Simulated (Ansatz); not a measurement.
# TmF: the cost of one run

Computed with Ansatz 0.2.0 (DFT PBE, scalar-relativistic, plane waves, PAW; 4f electrons in the core of a trivalent norm-conserving potential, unless a step's input says otherwise).

### Step 1. The starting structure

Symmetry: P4/mmm, No. 123, tetragonal system. Conventional cell: a = 3.350 Å, b = 3.350 Å, c = 3.183 Å, α = 90.00°, β = 90.00°, γ = 90.00°. Tm (site symmetry 4/mmm) has 8 F at 2.85 Å and 2 Tm at 3.18 Å in its first shell of neighbours. F (site symmetry 4/mmm) is surrounded by 8 Tm at 2.85 Å.

Structure file:

```
CELL_PARAMETERS angstrom
3.34961 0.00000 0.00000
0.00000 3.34961 0.00000
0.00000 0.00000 3.18344
ATOMIC_POSITIONS crystal
Tm 0.00000 0.00000 0.00000
F 0.50000 0.50000 0.50000
```

A structure generator made this guess: species swapped into a database cell of GdIn (P4/mmm, No. 123), with Tm on the Gd sites and F on the In sites. Lengths come from tabulated atomic sizes and are only a guess.

### Step 2. A first look at the guess

Input file input.yaml:

```yaml
crystal:
  lattice:
    - [3.34961036, 0.0, 0.0]
    - [0.0, 3.34961036, 0.0]
    - [0.0, 0.0, 3.18344185]
  atoms:
    - { symbol: Tm, position: [0.0, 0.0, 0.0] }
    - { symbol: F, position: [0.5, 0.5, 0.5] }
basis:
  ecutwfc: 690
kpoints:
  mp_grid: { grid: [6, 6, 6] }
hamiltonian:
  xc: pbe
  pseudopotentials:
    kind: paw
    azcp: { Tm: "pseudopotentials/pbe/nc/lanthanide_3plus/Tm.nc.azcp" }
scf:
  occupations: { method: gaussian, width: 0.1 }
  lower_state_search: "off"
output:
  forces: true
  stress: true
  eigenvalues: true
```

Run with:

```console
> ansatz run input.yaml --threads 1 --pin off --max-ram 2560MiB --backend cpu --events-out ev --progress --plain --runs-dir out
```

What time and memory should one allow on 1 thread of Intel Xeon at 2.50GHz (Skylake/Cascade Lake), shared host?

About 5.2 s, with a peak of 0.33 GiB.
